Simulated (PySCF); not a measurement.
OCuBrH2, in a box:

```xyz
5
Lattice="13.0000 0.0000 0.0000 0.0000 12.0000 0.0000 0.0000 0.0000 12.0000" Properties=species:S:1:pos:R:3 pbc="T T T"
O     5.4902    7.1610    5.6060
Cu    6.8491    6.0786    6.4636
Br    8.4578    4.7965    7.3880
H     4.5748    6.9189    5.8659
H     5.5835    7.2807    4.6554
```

The cell isn't the ideal one: atoms moved at random, drawn with an rms of 0.05 Å.

Base run:

```yaml
Program: PySCF 2.14.0
Functional: PBEsol
Dispersion: D3(BJ)
Potentials_or_basis: def2-svp (all-electron)
k_mesh: 1 × 1 × 1
Occupations: fixed
Spin: no spin polarisation
```

Its results: gap between the frontier levels 2.79 eV.

**Question.** After a change of settings the same cell gave: gap between the frontier levels 4.42 eV. Which change was it?
A. functional from PBEsol to PBE; dispersion from D3(BJ) to none
B. functional from PBEsol to B3LYP5; dispersion from D3(BJ) to D3(BJM)
C. functional from PBEsol to M06; dispersion from D3(BJ) to D3

**Answer.** B.

Caveats: this is a molecule in a periodic box at the Γ point, so its band gap is the HOMO-LUMO gap; relativity is left out, which matters for the heavier elements; the basis of atomic orbitals isn't converged, which shifts pressures, moduli and gaps.
